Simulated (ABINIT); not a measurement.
SnSe2:

```
Sn Se
1.0
     3.81100    0.00000    0.00000
    -1.90550    3.30042    0.00000
     0.00000    0.00000    6.13600
Sn Se
1 2
Cartesian
  0.0000 0.0000 0.0000
  1.9055 1.1001 4.6081
  0.0000 2.2003 1.5279
```

Base run:

```yaml
Program: ABINIT 10.8.3 (patched build)
Functional: RPBE
Potentials_or_basis: JTH PAW PBE v2.0
Cutoff: 707 eV
k_mesh: 8 × 8 × 5
Occupations: fermi-dirac, width 0.05 eV
Spin: no spin polarisation
```

Its results: band gap on the k mesh 0.89 eV, indirect (least direct gap 1.24 eV); pressure 7.2 GPa; largest force 0.832 eV/Å.

After a change of settings the same cell gave: band gap on the k mesh 0.80 eV, indirect (least direct gap 1.04 eV); pressure 9.5 GPa; largest force 1.063 eV/Å. Which change was it?
A. functional from RPBE to BLYP
B. functional from RPBE to r2SCAN
C. functional from RPBE to PBE
D. functional from RPBE to LDA

A.

Caveats: the PAW data sets were made with another functional, which shifts forces and pressure a little; spin-orbit coupling is left out, which moves the levels of the heavy elements; this functional lacks dispersion, which binds the layers, so the pressure and a relaxed spacing across them are unreliable.
